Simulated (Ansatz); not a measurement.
Write a Python script for Ansatz 0.2.0, Python API that makes a comparison of functionals at one structure of Pd, space group P6_3/mmc. Level of theory (first run): r2SCAN, PAW, cutoff 476 eV, 10×10×6 k-points, cold smearing of 0.05 eV. The script varies functional: r2scan, blyp, lda.

`pd.cif`
```cif
data_Pd
_cell_length_a 2.783665
_cell_length_b 2.783665
_cell_length_c 4.628893
_cell_angle_alpha 90.00000
_cell_angle_beta 90.00000
_cell_angle_gamma 120.00000
_symmetry_space_group_name_H-M 'P 1'
_symmetry_Int_Tables_number 1
loop_
_symmetry_equiv_pos_as_xyz
'x, y, z'
loop_
_atom_site_label
_atom_site_type_symbol
_atom_site_fract_x
_atom_site_fract_y
_atom_site_fract_z
Pd1 Pd    0.666667    0.333333    0.750000
Pd2 Pd    0.333333    0.666667    0.250000
```

Script `xc.py`:
```python
import warnings

import ansatz as az
from ase.io import read

warnings.simplefilter("ignore", az.DeckWarning)

atoms = read("pd.cif")
material = az.Crystal.from_ase(atoms)

base = (
    material.calculation()
    .basis(35 * az.Ry)
    .occupations("cold", width=0.05)
    .kpoints(10, 10, 6, center="gamma")
    .stress()
)

rows = []
for value in ["r2scan", "blyp", "lda"]:
    report = base.functional(value).run().report
    rows.append((value, report["free_energy_ev"] / len(report["lattice"]["sites"]), report["n_iterations"], sum(report["stress_gpa"][i][i] for i in range(3)) / 3, report["n_kpoints"]))

print("  functional   F/atom (eV)    iterations       P (GPa)      k-points")
for row in rows:
    print(f"{str(row[0]):>12s}  {row[1]:12.5f}  {row[2]:12d}  {row[3]:12.3f}  {row[4]:12d}")
```

```console
$ python xc.py
  functional   F/atom (eV)    iterations       P (GPa)      k-points
      r2scan   -6985.69367             8        -5.902            56
        blyp   -6987.54399             7         8.448            56
         lda   -6844.47505             6       -15.754            56
```

The cutoff lies under the one recommended for these potentials in some of the runs. Under the recommended cutoff a pressure can be off by several GPa, even in sign. BLYP can be off by several per cent in the lattices of metals, and by several GPa in the pressure at a fixed cell. The mesh is modest for a metal, so energies can be off by several to tens of meV an atom and pressures by half a GPa or more; differences at equal mesh fare better. Pressure is positive in compression. This isn't the structure that Pd takes at ambient conditions. Total energies of different functionals can't be compared; pressures, moments and gaps at this one structure can. The script silences the warnings on its input, which a real study should read. Timing: 9.4 s on 1 thread of Arm Neoverse V1, with other jobs on the host, peak memory 0.48 GiB.

(Lines on the test bed's own set-up are left out of the output.)
